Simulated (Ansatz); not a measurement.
# C3H12GaP: small, medium and large basis sets

The task here is to estimate one member of a computed series from the others.

Program: Ansatz 0.2.0, Gaussian basis. Level of theory: one geometry, several basis sets. These are calculated values, not measurements.

The runs, in order: PBE0-D4/def2-SVP; ωB97M-V/def2-SVP; PBE0-D4/def2-QZVPP; ωB97M-V/def2-QZVPP; the functionals' def2-TZVPP values are taken from earlier runs.

**Structure used throughout**

The geometry comes from an earlier relaxation with PBE0-D4 in a triple-zeta def2 set; it is a stationary point, not always the lowest conformer.

SMILES `[CH3][Ga-]([CH3])([CH3])[PH3+]`, 17 atoms, charge 0, spin multiplicity 1.

Atoms are counted from 1 here; the program's logs count them from 0.

Bond lengths: C1–Ga2 1.992 Å, C1–H6 1.095 Å, C1–H7 1.093 Å, C1–H8 1.093 Å, Ga2–C3 1.992 Å, Ga2–C4 1.992 Å, Ga2–P5 2.653 Å, C3–H9 1.093 Å, C3–H10 1.093 Å, C3–H11 1.095 Å, C4–H12 1.093 Å, C4–H13 1.095 Å, C4–H14 1.093 Å, P5–H15 1.413 Å, P5–H16 1.413 Å, P5–H17 1.412 Å. Angles: Ga2–C1–H6 109.3°, Ga2–C1–H7 112.3°, Ga2–C1–H8 112.3°, H6–C1–H7 107.2°, H6–C1–H8 107.2°, H7–C1–H8 108.4°, C1–Ga2–C3 118.5°, C1–Ga2–C4 118.5°, C1–Ga2–P5 97.2°, C3–Ga2–C4 118.5°, C3–Ga2–P5 97.0°, C4–Ga2–P5 97.3°, Ga2–C3–H9 112.3°, Ga2–C3–H10 112.3°, Ga2–C3–H11 109.3°, H9–C3–H10 108.4°, H9–C3–H11 107.2°, H10–C3–H11 107.2° and more.

Geometry (Å):

```mol
C3H12GaP
  3D, bonds by distance, orders not assigned

 17 16  0  0  0  0  0  0  0  0999 V2000
   -0.4564    1.0152   -1.8109 C   0  0
    0.3635   -0.1010   -0.3798 Ga  0  0
    1.9401    0.6207    0.6004 C   0  0
    0.1147   -2.0755   -0.4548 C   0  0
   -1.4403    0.3932    1.5017 P   0  0
    0.1545    0.9471   -2.7166 H   0  0
   -0.5077    2.0712   -1.5345 H   0  0
   -1.4622    0.6781   -2.0738 H   0  0
    1.8302    1.6820    0.8369 H   0  0
    2.1341    0.0786    1.5293 H   0  0
    2.8322    0.5198   -0.0257 H   0  0
    0.3352   -2.5573    0.5011 H   0  0
    0.8007   -2.4982   -1.1956 H   0  0
   -0.8981   -2.3542   -0.7561 H   0  0
   -2.5386    1.2387    1.2297 H   0  0
   -2.1760   -0.6659    2.0782 H   0  0
   -1.0448    1.0072    2.7107 H   0  0
  1  2  8  0
  2  3  8  0
  2  4  8  0
  2  5  8  0
  1  6  8  0
  1  7  8  0
  1  8  8  0
  3  9  8  0
  3 10  8  0
  3 11  8  0
  4 12  8  0
  4 13  8  0
  4 14  8  0
  5 15  8  0
  5 16  8  0
  5 17  8  0
M  END
```

The first run:

The input, in.yaml:

```yaml
crystal:
  periodic: [false, false, false]
  atoms:
    - {symbol: C, position_ang: [-0.456394, 1.015169, -1.810885]}
    - {symbol: Ga, position_ang: [0.363499, -0.101007, -0.379755]}
    - {symbol: C, position_ang: [1.940063, 0.620673, 0.600382]}
    - {symbol: C, position_ang: [0.114713, -2.075487, -0.454778]}
    - {symbol: P, position_ang: [-1.440262, 0.393167, 1.501665]}
    - {symbol: H, position_ang: [0.154473, 0.947062, -2.716586]}
    - {symbol: H, position_ang: [-0.507696, 2.071235, -1.534450]}
    - {symbol: H, position_ang: [-1.462182, 0.678127, -2.073817]}
    - {symbol: H, position_ang: [1.830181, 1.681989, 0.836879]}
    - {symbol: H, position_ang: [2.134129, 0.078580, 1.529258]}
    - {symbol: H, position_ang: [2.832223, 0.519766, -0.025679]}
    - {symbol: H, position_ang: [0.335205, -2.557266, 0.501064]}
    - {symbol: H, position_ang: [0.800674, -2.498205, -1.195634]}
    - {symbol: H, position_ang: [-0.898118, -2.354192, -0.756077]}
    - {symbol: H, position_ang: [-2.538581, 1.238705, 1.229652]}
    - {symbol: H, position_ang: [-2.176011, -0.665886, 2.078155]}
    - {symbol: H, position_ang: [-1.044819, 1.007170, 2.710706]}
basis:
  gaussian: {orbitals: def2-SVP}
hamiltonian: {xc: pbe0, dispersion: d4}
output: {orbitals: {seedname: orbitals}}
```

Run with:

```
ansatz run in.yaml --threads 4 --pin off --events-out ev --progress --plain --max-ram 11315MiB
```

Among the steps run: PBE0-D4 in def2-SVP; ωB97M-V in def2-SVP; PBE0-D4 in def2-QZVPP; ωB97M-V in def2-QZVPP.

One of the session's tables, all rows but one given; the rest of the session is left out.

It belongs to the step «Density functionals: the series». 

| functional | basis | HOMO (eV) | LUMO (eV) |
| --- | --- | --- | --- |
| PBE0-D4 | def2-SVP | ? | ? |
| PBE0-D4 | def2-TZVPP | -6.97 | -0.03 |
| PBE0-D4 | def2-QZVPP | -6.99 | -0.12 |
| ωB97M-V | def2-SVP | -9.11 | 2.30 |
| ωB97M-V | def2-TZVPP | -9.21 | 1.81 |
| ωB97M-V | def2-QZVPP | -9.22 | 1.22 |

**Question.** Estimate the row for PBE0-D4, def2-SVP.

**Answer.** HOMO (eV): -6.88; LUMO (eV): 0.36. In the column «HOMO (eV)» it is the highest.
